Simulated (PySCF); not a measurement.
# C2H6FNSi: fields and orbitals

Aim: take C2H6FNSi and find what binds its two fragments, compute its lowest excited states and analyse its density (charges, bond critical points, surface potential).

Method: levels as typed in each script, gas phase, geometry from GFN2-xTB; program: PySCF 2.14.0.

### Step 1. Starting geometry

11 atoms, charge 0, spin multiplicity 1.

Bond lengths: C1–C2 1.434 Å, C1–H4 1.089 Å, C1–H5 1.089 Å, C1–H6 1.089 Å, C2–N3 1.143 Å, Si7–F8 1.615 Å, Si7–H9 1.451 Å, Si7–H10 1.450 Å, Si7–H11 1.457 Å. Angles: C2–C1–H4 109.8°, C2–C1–H5 108.8°, C2–C1–H6 109.6°, H4–C1–H5 109.6°, H4–C1–H6 109.5°, H5–C1–H6 109.5°, C1–C2–N3 179.6°, F8–Si7–H9 104.6°, F8–Si7–H10 104.9°, F8–Si7–H11 103.6°, H9–Si7–H10 115.4°, H9–Si7–H11 113.3°, H10–Si7–H11 113.5°.

As a file:

```xyz
11
charge 0, multiplicity 1
C    -2.2790   -0.8940    0.0386
C    -1.7931    0.4547   -0.0066
N    -1.3989    1.5274   -0.0412
H    -2.9905   -1.0566   -0.7699
H    -1.4366   -1.5751   -0.0736
H    -2.7673   -1.0747    0.9954
Si    1.8584    0.2757    0.0326
F     1.0251   -1.1034   -0.0766
H     1.4481    0.8506    1.3004
H     1.4811    1.0323   -1.1457
H     3.2474   -0.1627    0.0225
```

### Step 2. Binding of the two fragments (r2SCAN/6-311g**)

input.py

```python
import numpy as np
from pyscf import gto, scf, dft
from pyscf.scf import atom_ks, atom_hf
from scipy.linalg import block_diag
from pyscf.dispersion import dftd3

def solve(mol, dm0=None, hcore=None):
    mf = (dft.UKS if mol.spin else dft.RKS)(mol, xc='r2scan')
    mf.grids.level = 3
    mf = mf.density_fit(auxbasis='def2-universal-jkfit')
    mf.conv_tol, mf.max_cycle = 1e-8, 80
    if hcore is not None:
        mf.get_hcore = lambda *args: hcore
    mf.kernel(dm0)
    if not mf.converged:
        mf = mf.newton().run(mf.mo_coeff, mf.mo_occ, max_cycle=30)
    assert mf.converged, 'SCF not converged'
    return mf

mol = gto.M(atom='''
C     -2.27904    -0.89400     0.03864
C     -1.79314     0.45468    -0.00662
N     -1.39888     1.52744    -0.04117
H     -2.99052    -1.05655    -0.76994
H     -1.43664    -1.57507    -0.07355
H     -2.76732    -1.07470     0.99538
Si     1.85840     0.27575     0.03258
F      1.02505    -1.10339    -0.07657
H      1.44809     0.85058     1.30042
H      1.48109     1.03226    -1.14566
H      3.24743    -0.16266     0.02245
''', basis='6-311g**', charge=0, spin=0, verbose=4)
mol_a = gto.M(atom='''
C     -2.27904    -0.89400     0.03864
C     -1.79314     0.45468    -0.00662
N     -1.39888     1.52744    -0.04117
H     -2.99052    -1.05655    -0.76994
H     -1.43664    -1.57507    -0.07355
H     -2.76732    -1.07470     0.99538
ghost-Si     1.85840     0.27575     0.03258
ghost-F      1.02505    -1.10339    -0.07657
ghost-H      1.44809     0.85058     1.30042
ghost-H      1.48109     1.03226    -1.14566
ghost-H      3.24743    -0.16266     0.02245
''', basis='6-311g**', charge=0, spin=0, verbose=4)
mol_b = gto.M(atom='''
ghost-C     -2.27904    -0.89400     0.03864
ghost-C     -1.79314     0.45468    -0.00662
ghost-N     -1.39888     1.52744    -0.04117
ghost-H     -2.99052    -1.05655    -0.76994
ghost-H     -1.43664    -1.57507    -0.07355
ghost-H     -2.76732    -1.07470     0.99538
Si     1.85840     0.27575     0.03258
F      1.02505    -1.10339    -0.07657
H      1.44809     0.85058     1.30042
H      1.48109     1.03226    -1.14566
H      3.24743    -0.16266     0.02245
''', basis='6-311g**', charge=0, spin=0, verbose=4)
ab, a, b = solve(mol), solve(mol_a), solve(mol_b)
e_int = ab.e_tot - a.e_tot - b.e_tot
print('counterpoise-corrected interaction energy / kcal/mol', e_int * 627.5095)
def disp(atoms, charge):
    m = gto.M(atom=atoms, charge=charge, basis='sto-3g', spin=None, unit='Bohr', verbose=0)
    return dftd3.DFTD3Dispersion(m, xc='r2scan', version='d3bj').get_dispersion()['energy']
e_disp = disp(mol._atom, mol.charge) - disp(mol._atom[:6], mol_a.charge) - disp(mol._atom[6:], mol_b.charge)
print('D3(BJ) part / kcal/mol', e_disp * 627.5095)
# spherically averaged free atoms, for the promolecule
atm = atom_ks.get_atm_nrks(mol, xc='r2scan')
pro = block_diag(*[(atm[a[0]][2] * atm[a[0]][3]) @ atm[a[0]][2].T for a in mol._atom])
np.savez('result.npz', e_int=e_int, e_disp=e_disp, dm_a=a.make_rdm1(), dm_b=b.make_rdm1(), c=ab.mo_coeff, occ=ab.mo_occ, eps=ab.mo_energy, pro=pro, d=[f.dip_moment(verbose=0) for f in (ab, a, b)])
```

Run with:

```console
$ OMP_NUM_THREADS=1 python input.py
```

### Step 4. Excited states (CAM-B3LYP/def2-svp)

input.py

```python
import numpy as np
from pyscf import gto, scf, dft, tdscf
from pyscf.scf import atom_ks, atom_hf
from scipy.linalg import block_diag

def solve(mol, dm0=None, hcore=None):
    mf = (dft.UKS if mol.spin else dft.RKS)(mol, xc='camb3lyp')
    mf.grids.level = 3
    mf = mf.density_fit(auxbasis='def2-universal-jkfit')
    mf.conv_tol, mf.max_cycle = 1e-8, 80
    if hcore is not None:
        mf.get_hcore = lambda *args: hcore
    mf.kernel(dm0)
    if not mf.converged:
        mf = mf.newton().run(mf.mo_coeff, mf.mo_occ, max_cycle=30)
    assert mf.converged, 'SCF not converged'
    return mf

mol = gto.M(atom='''
C     -2.27904    -0.89400     0.03864
C     -1.79314     0.45468    -0.00662
N     -1.39888     1.52744    -0.04117
H     -2.99052    -1.05655    -0.76994
H     -1.43664    -1.57507    -0.07355
H     -2.76732    -1.07470     0.99538
Si     1.85840     0.27575     0.03258
F      1.02505    -1.10339    -0.07657
H      1.44809     0.85058     1.30042
H      1.48109     1.03226    -1.14566
H      3.24743    -0.16266     0.02245
''', basis='def2-svp', charge=0, spin=0, verbose=4)
mf = solve(mol)
td = mf.TDA()
td.nstates, td.singlet, td.conv_tol = 5, True, 1e-5
td.kernel()
td.analyze()
x, y = np.array([p[0] for p in td.xy]), np.array([p[1] + 0 * p[0] for p in td.xy])
f, mu = td.oscillator_strength(), td.transition_dipole()
nto = [td.get_nto(state=i + 1, verbose=4) for i in range(len(td.e))]
# spherically averaged free atoms, for the promolecule
atm = atom_ks.get_atm_nrks(mol, xc='camb3lyp')
pro = block_diag(*[(atm[a[0]][2] * atm[a[0]][3]) @ atm[a[0]][2].T for a in mol._atom])
np.savez('result.npz', e=td.e, f=f, ok=td.converged, w=[n[0] for n in nto], nto=[n[1] for n in nto], x=x, y=y, c=mf.mo_coeff, occ=mf.mo_occ, eps=mf.mo_energy, pro=pro, mu=mu)
```

### Step 6. Density, bond paths and surface potential (r2SCAN/6-311g**)

input.py

```python
import numpy as np
from pyscf import gto, scf, dft
from pyscf.scf import atom_ks, atom_hf
from scipy.linalg import block_diag

def solve(mol, dm0=None, hcore=None):
    mf = (dft.UKS if mol.spin else dft.RKS)(mol, xc='r2scan')
    mf.grids.level = 3
    mf = mf.density_fit(auxbasis='def2-universal-jkfit')
    mf.conv_tol, mf.max_cycle = 1e-8, 80
    if hcore is not None:
        mf.get_hcore = lambda *args: hcore
    mf.kernel(dm0)
    if not mf.converged:
        mf = mf.newton().run(mf.mo_coeff, mf.mo_occ, max_cycle=30)
    assert mf.converged, 'SCF not converged'
    return mf

mol = gto.M(atom='''
C     -2.27904    -0.89400     0.03864
C     -1.79314     0.45468    -0.00662
N     -1.39888     1.52744    -0.04117
H     -2.99052    -1.05655    -0.76994
H     -1.43664    -1.57507    -0.07355
H     -2.76732    -1.07470     0.99538
Si     1.85840     0.27575     0.03258
F      1.02505    -1.10339    -0.07657
H      1.44809     0.85058     1.30042
H      1.48109     1.03226    -1.14566
H      3.24743    -0.16266     0.02245
''', basis='6-311g**', charge=0, spin=0, verbose=4)
mf = solve(mol)
mf.analyze()
# spherically averaged free atoms, for the promolecule
atm = atom_ks.get_atm_nrks(mol, xc='r2scan')
pro = block_diag(*[(atm[a[0]][2] * atm[a[0]][3]) @ atm[a[0]][2].T for a in mol._atom])
np.savez('result.npz', e=mf.e_tot, c=mf.mo_coeff, occ=mf.mo_occ, eps=mf.mo_energy, pro=pro, dip=mf.dip_moment(verbose=0), s2=mf.spin_square()[0])
```

(Steps that only read results are left out.)

**Question.** What will these runs give? Wanted: interaction energy, counterpoise; lowest singlet excitation; dipole moment; HOMO, LUMO.

As calculated:

| quantity | value |
| --- | --- |
| interaction energy, counterpoise (r2SCAN/6-311g**) | -3.5 kcal/mol |
| lowest singlet excitation (CAM-B3LYP/def2-svp) | 8.06 eV |
| dipole moment (r2SCAN/6-311g**) | 2.09 D |
| HOMO, LUMO (r2SCAN/6-311g**) | -8.24, -0.44 eV |

What this shows: The counterpoise-corrected interaction energy of the frozen fragments is −3.5 kcal/mol without dispersion correction and −4.1 kcal/mol with D3(BJ). The pair geometry is semi-empirical, not a minimum at this level. At r2SCAN/6-311g**: The highest Hirshfeld charge is on Si7 (+0.41 e), the lowest on N3 (−0.22 e). The geometry was not optimised at these levels.
